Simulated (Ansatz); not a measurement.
**GaH₂S radical (SMILES [SH][GaH]): one structure at several levels**

The task here is to estimate one member of a computed series from the others.

Method: single points in def2-TZVPP; program: Ansatz 0.2.0, Gaussian basis.

Correlated methods freeze the cores. Filled d shells of the heavier atoms are correlated. Orbitals are unrestricted.

### Where the work starts

4 atoms, charge 0, spin multiplicity 2.

Atoms are counted from 1 here; the program's logs count them from 0.

Bond lengths: S1–Ga2 2.392 Å, S1–H3 1.304 Å, Ga2–H4 1.953 Å. Angles: Ga2–S1–H3 79.3°, S1–Ga2–H4 116.7°.

Geometry (Å):

```
S     0.16440   -1.44460   -0.14780
Ga    0.42720    0.93290   -0.17650
H     0.60830   -1.23550    1.06010
H    -0.95660    1.95620   -1.09950
```

Set-up of the first run:

The input, run/in.yaml:

```yaml
crystal:
  periodic: [false, false, false]
  atoms:
    - {symbol: S, position_ang: [0.164400, -1.444600, -0.147800]}
    - {symbol: Ga, position_ang: [0.427200, 0.932900, -0.176500]}
    - {symbol: H, position_ang: [0.608300, -1.235500, 1.060100]}
    - {symbol: H, position_ang: [-0.956600, 1.956200, -1.099500]}
basis:
  gaussian: {orbitals: def2-TZVPP}
magnetization: {spin_polarized: true, initial_magnetization: 1}
correlation: {method: ccsd_t}
scf: {omitted_lower_state_checks: [cluster_reference]}
output: {forces: true}
```

No record of the launch command was kept for these runs.

Among the steps run: CCSD(T)/def2-TZVPP; PBE0-D4/def2-TZVPP; wB97M-V/def2-TZVPP; r2SCAN-D4/def2-TZVPP; PBE-D4/def2-TZVPP; B97M-V/def2-TZVPP; r2SCAN0-D4/def2-TZVPP.

One table of the session follows, with a row left open; its other results are not shown here.

```
    method  RMS force component (eV/Å)  angle to CCSD(T) forces (°)  dipole (D)
   CCSD(T)                       0.978                    reference        1.84
   PBE0-D4                       0.926                          3.6        1.93
   wB97M-V                       0.971                          0.9        2.01
 r2SCAN-D4                       0.926                          3.6        1.84
    PBE-D4                       0.876                         13.9        1.73
    B97M-V                           ?                            ?           ?
r2SCAN0-D4                       0.950                          3.7        1.99
```

**Question.** Estimate the row for B97M-V.

As computed: RMS force component (eV/Å): 0.883; angle to CCSD(T) forces (°): 1.9; dipole (D): 1.86. In the column «RMS force component (eV/Å)» it lies between PBE-D4 (0.876) and PBE0-D4 (0.926).
